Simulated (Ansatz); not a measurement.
# AlGeH₆NSi: basis-set convergence

How large a basis does AlGeH₆NSi need? Two functionals are run in growing sets.

Computed with Ansatz 0.2.0, Gaussian basis. Level: one geometry, several basis sets.

Plan: PBE0-D4/def2-SVP; ωB97M-V/def2-SVP; PBE0-D4/def2-QZVPP; ωB97M-V/def2-QZVPP; the functionals' def2-TZVPP values are taken from earlier runs.

### Step 1. Structure used throughout

All runs share one geometry, relaxed beforehand with PBE0-D4 in a triple-zeta def2 set.

SMILES `[SiH3][Al]1[NH][GeH2]1`, 10 atoms, charge 0, spin multiplicity 1.

Atoms are counted from 1 here; the program's logs count them from 0.

Bond lengths: Si1–Al2 2.447 Å, Si1–H5 1.489 Å, Si1–H6 1.488 Å, Si1–H7 1.489 Å, Al2–N3 1.750 Å, Al2–Ge4 2.366 Å, N3–Ge4 1.913 Å, N3–H8 1.007 Å, Ge4–H9 1.548 Å, Ge4–H10 1.548 Å. Angles: Al2–Si1–H5 111.4°, Al2–Si1–H6 110.2°, Al2–Si1–H7 109.8°, H5–Si1–H6 108.6°, H5–Si1–H7 108.6°, H6–Si1–H7 108.1°, Si1–Al2–N3 140.8°, Si1–Al2–Ge4 166.3°, N3–Al2–Ge4 52.8°, Al2–N3–Ge4 80.3°, Al2–N3–H8 150.9°, Ge4–N3–H8 128.7°, Al2–Ge4–N3 46.8°, Al2–Ge4–H9 126.3°, Al2–Ge4–H10 126.4°, N3–Ge4–H9 112.1°, N3–Ge4–H10 112.1°, H9–Ge4–H10 107.1°.

### Step 2. PBE0-D4 in def2-SVP

File in.yaml:

```yaml
crystal:
  periodic: [false, false, false]
  atoms:
    - {symbol: Si, position_ang: [-1.557336, 1.326105, -1.413229]}
    - {symbol: Al, position_ang: [0.012834, 0.114301, 0.020218]}
    - {symbol: N, position_ang: [0.517641, -1.516670, 0.404877]}
    - {symbol: Ge, position_ang: [1.681857, -0.538024, 1.564495]}
    - {symbol: H, position_ang: [-2.556341, 0.406359, -2.023072]}
    - {symbol: H, position_ang: [-2.281392, 2.359270, -0.623649]}
    - {symbol: H, position_ang: [-0.816035, 2.013118, -2.506591]}
    - {symbol: H, position_ang: [0.445419, -2.513289, 0.279441]}
    - {symbol: H, position_ang: [1.462421, -0.903137, 3.052254]}
    - {symbol: H, position_ang: [3.174032, -0.799134, 1.248156]}
basis:
  gaussian: {orbitals: def2-SVP}
hamiltonian: {xc: pbe0, dispersion: d4}
output: {orbitals: {seedname: orbitals}}
```

Run with:

```sh
ansatz run in.yaml --threads 4 --pin off --events-out ev --progress --plain --max-ram 10444MiB
```

Further steps of the session: ωB97M-V in def2-SVP; PBE0-D4 in def2-QZVPP; ωB97M-V in def2-QZVPP.

**Question.** What will the summary of the whole plan be? Wanted: PBE0-D4: double and triple zeta above quadruple; ωB97M-V: double and triple zeta above quadruple.

**Answer**, as computed:

| quantity | value |
| --- | --- |
| PBE0-D4: double and triple zeta above quadruple | 15.84, 1.77 eV |
| ωB97M-V: double and triple zeta above quadruple | 15.84, 1.72 eV |

In words: PBE0-D4 gains 14.06 eV from double to triple zeta, then 1.77 eV more. Total energies overstate the basis error of differences, where much of it tends to cancel.
